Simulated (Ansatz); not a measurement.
**C₅H₅BF₃N: small, medium and large basis sets**

An exercise on one series of results from a longer session: the logs are not shown, and one member is left open.

The runs use Ansatz 0.2.0, Gaussian basis; one geometry, several basis sets.

Plan: PBE0-D4/def2-SVP; ωB97M-V/def2-SVP; PBE0-D4/def2-QZVPP; ωB97M-V/def2-QZVPP; the functionals' def2-TZVPP values are taken from earlier runs.

## Structure used throughout

All runs share one geometry, relaxed beforehand with PBE0-D4 in a triple-zeta def2 set.

SMILES `F[B-](F)(F)[n+]1ccccc1`, 15 atoms, charge 0, spin multiplicity 1.

Atoms are counted from 1 here; the program's logs count them from 0.

Bond lengths: F1–B2 1.371 Å, B2–F3 1.372 Å, B2–F4 1.371 Å, B2–N5 1.658 Å, N5–C6 1.333 Å, N5–C10 1.333 Å, C6–C7 1.380 Å, C6–H11 1.082 Å, C7–C8 1.386 Å, C7–H12 1.082 Å, C8–C9 1.385 Å, C8–H13 1.084 Å, C9–C10 1.380 Å, C9–H14 1.082 Å, C10–H15 1.082 Å. Angles: F1–B2–F3 113.3°, F1–B2–F4 113.3°, F1–B2–N5 104.9°, F3–B2–F4 114.0°, F3–B2–N5 105.1°, F4–B2–N5 105.1°, B2–N5–C6 119.7°, B2–N5–C10 119.8°, C6–N5–C10 120.4°, N5–C6–C7 121.4°, N5–C6–H11 115.5°, C7–C6–H11 123.1°, C6–C7–C8 118.8°, C6–C7–H12 119.7°, C8–C7–H12 121.5°, C7–C8–C9 119.2°, C7–C8–H13 120.4°, C9–C8–H13 120.4° and more.

Set-up of the first run:

in.yaml reads:

```yaml
crystal:
  periodic: [false, false, false]
  atoms:
    - {symbol: F, position_ang: [-1.125767, -1.419071, -2.303906]}
    - {symbol: B, position_ang: [-0.405840, -0.254145, -2.238109]}
    - {symbol: F, position_ang: [0.827116, -0.344995, -2.831957]}
    - {symbol: F, position_ang: [-1.126224, 0.850478, -2.614742]}
    - {symbol: N, position_ang: [-0.092620, -0.036279, -0.624713]}
    - {symbol: C, position_ang: [0.993081, -0.586878, -0.082512]}
    - {symbol: C, position_ang: [1.253303, -0.483387, 1.268527]}
    - {symbol: C, position_ang: [0.360349, 0.210465, 2.069106]}
    - {symbol: C, position_ang: [-0.763881, 0.778585, 1.492125]}
    - {symbol: C, position_ang: [-0.959039, 0.634278, 0.133797]}
    - {symbol: H, position_ang: [1.646544, -1.104774, -0.772145]}
    - {symbol: H, position_ang: [2.144247, -0.939334, 1.679320]}
    - {symbol: H, position_ang: [0.539957, 0.309000, 3.133222]}
    - {symbol: H, position_ang: [-1.483948, 1.330498, 2.081462]}
    - {symbol: H, position_ang: [-1.807269, 1.055549, -0.389485]}
basis:
  gaussian: {orbitals: def2-SVP}
hamiltonian: {xc: pbe0, dispersion: d4}
output: {orbitals: {seedname: orbitals}}
```

Among the steps run: PBE0-D4 in def2-SVP; ωB97M-V in def2-SVP; PBE0-D4 in def2-QZVPP; ωB97M-V in def2-QZVPP.

One table of the session follows, with a row left open; its other results are not shown here.

It belongs to the step «Density functionals: the series». 

```
functional       basis  HOMO (eV)  LUMO (eV)
   PBE0-D4    def2-SVP      -8.97      -2.28
   PBE0-D4  def2-TZVPP      -8.92      -2.33
   PBE0-D4  def2-QZVPP      -8.93      -2.35
   ωB97M-V    def2-SVP          ?          ?
   ωB97M-V  def2-TZVPP     -11.01      -0.23
   ωB97M-V  def2-QZVPP     -11.01      -0.28
```

Estimate the missing values for ωB97M-V, def2-SVP.

**Answer.** HOMO (eV): -11.05; LUMO (eV): -0.13. In the column «HOMO (eV)» it is the lowest.
